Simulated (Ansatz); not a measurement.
# SrTiO3: the cost of one run

Method: DFT PBEsol, scalar-relativistic, in Ansatz 0.2.0.

## Step 1: The starting structure

It takes space group Pm-3m (No. 221, cubic). The conventional cell has a = 3.905 Å, b = 3.905 Å, c = 3.905 Å, α = 90.00°, β = 90.00°, γ = 90.00°. Around Sr (site symmetry m-3m) lie 12 O at 2.76 Å. Ti (site symmetry m-3m) is surrounded by 6 O at 1.95 Å. O (site symmetry 4/mmm) is surrounded by 2 Ti at 1.95 Å and 4 Sr at 2.76 Å.

Coordinates:

```cif
data_structure
_symmetry_space_group_name_H-M 'Pm-3m'
_symmetry_Int_Tables_number 221
_cell_length_a 3.9050
_cell_length_b 3.9050
_cell_length_c 3.9050
_cell_angle_alpha 90.000
_cell_angle_beta 90.000
_cell_angle_gamma 90.000
_cell_volume 59.55
loop_
_atom_site_label
_atom_site_type_symbol
_atom_site_symmetry_multiplicity
_atom_site_Wyckoff_symbol
_atom_site_fract_x
_atom_site_fract_y
_atom_site_fract_z
_atom_site_occupancy
Sr1 Sr 1 a 0.00000 0.00000 0.00000 1
Ti1 Ti 1 b 0.50000 0.50000 0.50000 1
O1 O 3 c 0.00000 0.50000 0.50000 1
```

The file gives the conventional cell by its symmetry; the runs use the cell typed in the input.

Atoms are numbered in the order of the input: Sr1, Ti2, O3, O4, O5.

## Step 2: After the deformation

Space group Pm-3m before, P4/mmm after.

## Step 3: LAPW, all electrons

The input, input.yaml:

```yaml
crystal:
  lattice:
    - [3.86595, 0.0, 0.0]
    - [0.0, 3.86595, 0.0]
    - [0.0, 0.0, 3.905]
  atoms:
    - { symbol: Sr, position: [0.0, 0.0, 0.0] }
    - { symbol: Ti, position: [0.5, 0.5, 0.5] }
    - { symbol: O, position: [0.0, 0.5, 0.5] }
    - { symbol: O, position: [0.5, 0.0, 0.5] }
    - { symbol: O, position: [0.5, 0.5, 0.0] }
kpoints:
  mp_grid: { grid: [7, 7, 7] }
  band_path:
    path:
      - [0.0, 0.0, 0.0]
      - [0.0, 0.5, 0.0]
      - [0.5, 0.5, 0.0]
      - [0.0, 0.0, 0.0]
      - [0.0, 0.0, 0.5]
      - [0.0, 0.5, 0.5]
      - [0.5, 0.5, 0.5]
      - [0.0, 0.0, 0.5]
      - [0.0, 0.5, 0.0]
    npoints: 5
scf:
  occupations: { method: fermi_dirac, width: 0.05 }
hamiltonian:
  xc: pbesol
  pseudopotentials: { kind: all_electron, lapw: { basis_error: 0.001 } }
output:
  forces: true
  stress: true
  eigenvalues: true
```

Run with:

```sh
$ ansatz run input.yaml --threads 2 --pin off --max-ram 8192MiB --backend cpu --events-out ev --progress --plain --runs-dir out
```

**Question.** How long does this run take on 2 threads of Arm Neoverse V1, shared host, and how much memory does it need?

About 47 s, with a peak of 0.63 GiB.
